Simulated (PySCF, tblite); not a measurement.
**C6H8B2ClP: geometry, infrared bands and NMR shifts**

Aim: predict the infrared bands and NMR shifts of C6H8B2ClP (`BPB(Cl)c1ccccc1`).

The runs use tblite 0.8.0 and PySCF 2.14.0, with density-fitted response routines of our own; the level of theory stands in each step. All values are computed, except where a source is named. Atoms count from 0, in the outputs and in this text.

## Step 1: The starting structure

18 atoms, charge 0, multiplicity 1; geometry from: force field or distance geometry start.

Bonds of the start (Å): B0–P1 1.96, P1–B2 1.95, B2–Cl3 1.85, B2–C4 1.59, C4–C5 1.38, C5–C6 1.37, C6–C7 1.38, C7–C8 1.40, C8–C9 1.37, C9–C4 1.38, B0–H10 1.20, B0–H11 1.19, P1–H12 1.45, C5–H13 1.10, C6–H14 1.11, C7–H15 1.09, C8–H16 1.08, C9–H17 1.09.

## Step 2: Relaxing the molecule with GFN2-xTB

What the job is given:

```
{"job": {"kind": "relax", "xc": "GFN2-xTB", "basis": "xTB"}, "charge": 0, "multiplicity": 1}
B      3.875800     0.645200    -0.111100
P      2.403200     0.197400    -1.319500
B      1.151200    -0.853000    -0.257200
Cl     1.849000    -1.668800     1.243400
C     -0.339100    -0.341600    -0.052600
C     -0.687700     0.982800    -0.208300
C     -1.997700     1.341100    -0.015500
C     -2.956600     0.402800     0.326200
C     -2.570400    -0.933100     0.461300
C     -1.267300    -1.311700     0.275500
H      4.316400    -0.272400     0.516400
H      3.748300     1.651800     0.505500
H      2.990700    -0.609000    -2.378200
H      0.090600     1.710800    -0.471100
H     -2.298400     2.400500    -0.121500
H     -3.990200     0.694000     0.482200
H     -3.318600    -1.669700     0.723800
H     -1.007900    -2.360900     0.389100
```

Launch:

```
OMP_NUM_THREADS=1 python probes_run.py task.json out
```

One launch serves the whole session: the jobs run in the order shown.

**Question.** This job is followed by: GFN2-xTB harmonic vibrations, gas phase; GIAO PBE0/pcSseg-1 NMR shielding, non-relativistic, gas phase. What will the session give for the following? strongest single infrared mode (GFN2-xTB); zero-point energy (GFN2-xTB); 13C shifts against TMS (PBE0/pcSseg-1, means over atoms taken as alike); 1H shifts against TMS (PBE0/pcSseg-1, means over atoms taken as alike); 11B shifts against BF3·OEt2 (PBE0/pcSseg-1); 31P shifts against H3PO4 (PBE0/pcSseg-1); 35Cl shifts against HCl (PBE0/pcSseg-1); surface potential, 1st and 99th percentile.

As calculated:

| quantity | value |
| --- | --- |
| strongest single infrared mode (GFN2-xTB) | 765 cm⁻¹, 115 km/mol |
| zero-point energy (GFN2-xTB) | 77.4 kcal/mol |
| 13C shifts against TMS (PBE0/pcSseg-1, means over atoms taken as alike) | 143.8, 142.1, 140.2, 133.1 ppm |
| 1H shifts against TMS (PBE0/pcSseg-1, means over atoms taken as alike) | 8.40, 7.91, 7.84, 7.79, 4.83 ppm |
| 11B shifts against BF3·OEt2 (PBE0/pcSseg-1) | 74.2, 64.3 ppm |
| 31P shifts against H3PO4 (PBE0/pcSseg-1) | -29.1 ppm |
| 35Cl shifts against HCl (PBE0/pcSseg-1) | 244 ppm |
| surface potential, 1st and 99th percentile | -0.48 V and 0.96 V |

In words: The optimisation took 149 steps and gained 1.775 eV; among the close pairs (by a distance rule), B0–P1 changed most, from 1.957 to 1.812 Å. All 48 modes are real, so the xTB geometry is a minimum. The strongest single mode, at 765 cm⁻¹, moves mainly H11 and H10. GFN2-xTB is a fitted tight-binding method: band positions and strengths are rough. Its intensities can rank the bands wrongly. At PBE0/pcSseg-1: Shielding is most anisotropic at Cl3 (span 518 ppm, paramagnetic term -443 ppm). NICS(1)zz of -28 ppm above the planar ring from C4 marks a diatropic (aromatic) ring current. At PBE0/pcSseg-1, counted by nearest atom on the grid, the HOMO lies on P1 39 %; C4, C7 about 10 % each, the LUMO on B2 32 %; B0 15 %.
